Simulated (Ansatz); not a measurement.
Working through a check of forces and pressure against finite differences of SnTe (distorted cell)

Computed with the Python package of Ansatz (0.2.0).

Notebook, run cell by cell (the value of a cell's last expression is shown):

**Cell 1**
```python
import ansatz as az
import numpy as np
```

**Cell 2**
```python
XC = "pbesol"
SIGMA = 0.02
CUTOFF = 540
KMESH = (4, 4, 4)
TOLERANCE = 1e-09

VECTORS = np.array([
    [0.0, 3.61115, 3.61115],
    [3.61115, 0.0, 3.61115],
    [3.61115, 3.61115, 0.0],
])
SITES = [
    ("Sn", (0.01957, 0.98121, 0.98759)),
    ("Te", (0.74878, 0.74077, 0.76183)),
]
```

**Cell 3**
```python
def make_crystal(cell):
    crystal = az.Crystal(lattice=az.Lattice.of(cell))
    for symbol, position in SITES:
        crystal = crystal.atom(symbol, position)
    return crystal
```

**Cell 4**
```python
def solve(crystal):
    return (
        crystal.calculation()
        .functional(XC)
        .occupations(az.OccupationsMethod.FERMI_DIRAC, width=SIGMA)
        .basis(CUTOFF, xc_grid=2)
        .kpoints(*KMESH)
        .scf(tolerance=TOLERANCE)
        .forces()
        .stress()
        .run(threads=1)
    ).report
```

**Cell 5**
```python
centre = solve(make_crystal(VECTORS))
start = make_crystal(VECTORS)
print(f"force on atom 1 along y: analytic {centre['forces_ev_ang'][1][1]:.4f} eV/A")
for h in (0.005, 0.02):
    shift = np.eye(3)[1] * h @ np.linalg.inv(VECTORS)
    plus, minus = (solve(start.move(1, to=np.array(SITES[1][1]) + sign * shift))["lagrangian_ev"] for sign in (1, -1))
    print(f"  step {h} A: numerical {-(plus - minus) / (2 * h):.4f} eV/A")
volume = abs(np.linalg.det(VECTORS))
larger, smaller = (solve(make_crystal(VECTORS * (1 + sign * 0.005) ** (1 / 3)))["lagrangian_ev"] for sign in (1, -1))
numerical = -(larger - smaller) / (0.01 * volume) * 160.21766
print(f"pressure: analytic {np.trace(centre['stress_gpa']) / 3:.3f}, numerical {numerical:.3f} GPa")
```
Output:
```text
DeckWarning: output.stress: scf.convergence.dr2_threshold = 1e-9 eV is looser than the 2e-10 eV advised for a printed stress (1e-10 eV for each atom of the cell: 2). What an SCF threshold leaves in a stress goes as its square root, and in the free energy as the threshold itself, and one threshold admits the most on a [...]
force on atom 1 along y: analytic -0.0116 eV/A
  step 0.005 A: numerical -0.0116 eV/A
  step 0.02 A: numerical -0.0115 eV/A
pressure: analytic -1.521, numerical -1.521 GPa
```

What to keep in mind:
- The gap on the mesh is very small: a semilocal functional closes or nearly closes the gap of many narrow semiconductors.
- Pressure is positive in compression.
- The cell is a database structure, distorted on purpose.
- Warnings are shown shortened and without file and line.
- The central difference errs as the square of the step, so the shorter step is the fairer test; what remains comes from the finite grid and the SCF threshold.
- Run time: 83 s on 1 thread of AMD EPYC 7R43 64-Core Processor (Zen 3) (shared host), peak memory 0.5 GiB.
